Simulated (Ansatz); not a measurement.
**CH2InN (SMILES N#[C][InH2]): functionals against CCSD(T) at one geometry**

The task here is to estimate one member of a computed series from the others.

Computed with Ansatz 0.2.0, Gaussian basis. Level: single points in def2-TZVPP.

Correlated methods freeze the cores. Filled d shells of the heavier atoms are correlated. Core potentials replace the inner electrons past krypton, and spin-orbit coupling is left out.

## The system as given

5 atoms, charge 0, spin multiplicity 1.

Atoms are counted from 1 here; the program's logs count them from 0.

Bond lengths: N1–C2 1.242 Å, C2–In3 2.287 Å, In3–H4 1.634 Å, In3–H5 1.823 Å. Angles: N1–C2–In3 176.2°, C2–In3–H4 113.3°, C2–In3–H5 115.8°, H4–In3–H5 130.8°.

As a file:

```xyz
5

N     0.14880   -2.06380    1.66510
C     0.00830   -1.09960    0.89430
In   -0.10170    0.66740   -0.55280
H    -1.01470    0.36500   -1.87320
H     0.90890    2.11880   -0.11130
```

Set-up of the first run:

Input file run/in.yaml:

```yaml
crystal:
  periodic: [false, false, false]
  atoms:
    - {symbol: N, position_ang: [0.148800, -2.063800, 1.665100]}
    - {symbol: C, position_ang: [0.008300, -1.099600, 0.894300]}
    - {symbol: In, position_ang: [-0.101700, 0.667400, -0.552800]}
    - {symbol: H, position_ang: [-1.014700, 0.365000, -1.873200]}
    - {symbol: H, position_ang: [0.908900, 2.118800, -0.111300]}
basis:
  gaussian: {orbitals: def2-TZVPP}
correlation: {method: ccsd_t}
output: {forces: true}
```

The command line of these runs was not kept.

Among the steps run: CCSD(T)/def2-TZVPP; PBE0-D4/def2-TZVPP; wB97M-V/def2-TZVPP; r2SCAN-D4/def2-TZVPP; PBE-D4/def2-TZVPP; SPW92/def2-TZVPP; CAM-B3LYP-D4/def2-TZVPP.

One of the session's tables, all rows but one given; the rest of the session is left out.

| method | RMS force component (eV/Å) | angle to CCSD(T) forces (°) | dipole (D) |
| --- | --- | --- | --- |
| CCSD(T) | 2.198 | reference | 5.13 |
| PBE0-D4 | ? | ? | ? |
| wB97M-V | 2.896 | 5.3 | 5.32 |
| r2SCAN-D4 | 2.566 | 3.7 | 5.11 |
| PBE-D4 | 2.250 | 2.7 | 4.96 |
| SPW92 | 2.452 | 2.6 | 5.08 |
| CAM-B3LYP-D4 | 3.002 | 5.8 | 5.37 |

**Question.** Estimate the row for PBE0-D4.

As computed: RMS force component (eV/Å): 2.791; angle to CCSD(T) forces (°): 4.7; dipole (D): 5.22. In the column «RMS force component (eV/Å)» it lies between r2SCAN-D4 (2.566) and wB97M-V (2.896).
